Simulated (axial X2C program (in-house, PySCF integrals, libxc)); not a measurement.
# InO: properties at the nuclei

Wanted for InO: properties at the nuclei, at the two-component level.

Program: an in-house X2C program for linear molecules on PySCF integrals. Level of theory: two-component X2C with atomic mean-field terms, In dyall-acv3z, O dyall-av3z. These are calculated values, not measurements.

**1. Input**

task.json

```json
{
 "zs": [
  49,
  8
 ],
 "q": 0,
 "bas": [
  "dyall-acv3z",
  "dyall-av3z"
 ],
 "r0": 1.93,
 "levels": [
  "PBE0",
  "HF",
  "B3LYP"
 ],
 "nst": 1,
 "ff": 1,
 "thr": -3.5,
 "nmax": 130,
 "opt": {
  "ecut": 60
 }
}
```

Keys: zs atomic numbers; q charge; bas basis sets; r0 starting distance in Å; levels methods (HF also brings MP2); nst determinants followed; ff finite-field run; thr threshold in hartree for freezing inner shells (an s shell follows its p shell); nmax most natural virtual spinors; ecut virtual cutoff in hartree.

Launch:

```
python soeom.py task.json out
```

The runs that follow: Expectation values, lowest determinant; Finite-field coupled cluster.

Before running it: what results should come out? Wanted: lowest determinant; Eeff magnitude; Ws magnitude In; A∥/gI In; qzz In (for each run or level that gives them).

The runs gave:

| quantity | value |
| --- | --- |
| lowest determinant | Ω = 1/2 (excess of +ω over −ω: ω = 1/2) |
| Eeff magnitude (GV/cm), PBE0 | 9.6 |
| Ws magnitude In (kHz), PBE0 | 11.3 |
| A∥/gI In (MHz), PBE0 | 440 |
| qzz In (a.u.), PBE0 | -2.67 |
| Eeff magnitude (GV/cm), CCSD(T) | 12 |
| Ws magnitude In (kHz), CCSD(T) | 14.2 |
| A∥/gI In (MHz), CCSD(T) | 609 |
| qzz In (a.u.), CCSD(T) | -2.66 |

**Reading.** In the first state, the effective field runs from 8.16 to 9.6 GV/cm over the mean-field levels. The expectation values come from single determinants, which for open shells can mix terms of unlike spin or miss the lowest Ω, so a determinant need not be a state. Eeff is the effective electric field on the electron dipole moment in this Ω state and Ws the scalar–pseudoscalar constant (defined with the proton number Z and per Ω); A∥ is the parallel hyperfine constant, which follows by multiplying with the nuclear g factor gI = μI/(I μN); qzz is the electric field gradient, eQq0 = 234.96 MHz × Q/barn × qzz; μ is positive if O is the positive end. The operators were transformed with the bare-nucleus X2C matrices. Correlation of the inner shells is missing, which matters for properties at the nucleus.
